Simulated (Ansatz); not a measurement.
# TaN: the cost of one run

Computed with Ansatz 0.2.0 (DFT PBEsol, scalar-relativistic, unless a step's input says otherwise).

## (1) The starting structure

It takes space group P-62m (No. 189, hexagonal). Conventional cell: a = 5.196 Å, b = 5.196 Å, c = 2.911 Å, α = 90.00°, β = 90.00°, γ = 120.00°. Ta (site symmetry -6) is surrounded by 6 N at 2.16 Å. Ta (site symmetry -62m) has 3 N at 2.04 Å as nearest neighbours. N (site symmetry m2m) has 5 Ta at 2.04 to 2.16 Å as nearest neighbours.

Structure file:

```xyz
6
Lattice="5.1960 0.0000 0.0000 -2.5980 4.4999 0.0000 0.0000 0.0000 2.9110" Properties=species:S:1:pos:R:3 pbc="T T T"
Ta    0.0000    2.9999    1.4555
Ta    2.5980    1.5000    1.4555
Ta    0.0000    0.0000    0.0000
N     2.0412    0.0000    0.0000
N     1.5774    2.7321    0.0000
N    -1.0206    1.7678    0.0000
```

Atoms are numbered in the order of the input: Ta1, Ta2, Ta3, N4, N5, N6.

## (2) After the deformation

Space group P-62m before, P-62m after.

## (3) All-electron LAPW

File input.yaml:

```yaml
crystal:
  lattice:
    - [5.1960008669, 0.0, 0.0]
    - [-2.5980004334, 4.4998687488, 0.0]
    - [0.0, 0.0, 2.94011]
  atoms:
    - { symbol: Ta, position: [0.3333333333, 0.6666666667, 0.5] }
    - { symbol: Ta, position: [0.6666666667, 0.3333333333, 0.5] }
    - { symbol: Ta, position: [0.0, 0.0, 0.0] }
    - { symbol: "N", position: [0.39285, 0.0, 0.0] }
    - { symbol: "N", position: [0.60715, 0.60715, 0.0] }
    - { symbol: "N", position: [0.0, 0.39285, 0.0] }
kpoints:
  mp_grid: { grid: [6, 6, 9] }
  band_path:
    path:
      - [0.0, 0.0, 0.0]
      - [0.5, 0.0, 0.0]
      - [0.3333333333, 0.3333333333, 0.0]
      - [0.0, 0.0, 0.0]
      - [0.0, 0.0, 0.5]
      - [0.5, 0.0, 0.5]
      - [0.3333333333, 0.3333333333, 0.5]
      - [0.0, 0.0, 0.5]
      - [0.5, 0.0, 0.5]
    npoints: 5
scf:
  occupations: { method: fermi_dirac, width: 0.01 }
hamiltonian:
  xc: pbesol
  pseudopotentials: { kind: all_electron, lapw: { basis_error: 0.001 } }
output:
  forces: true
  stress: true
  eigenvalues: true
```

On the command line:

```console
$ ansatz run input.yaml --threads 2 --pin off --max-ram 8192MiB --backend cpu --events-out ev --progress --plain --runs-dir out
```

Q: Estimate wall time and peak memory on 2 threads of Arm Neoverse V2, shared host.

About 3.1 min, with a peak of 0.88 GiB.
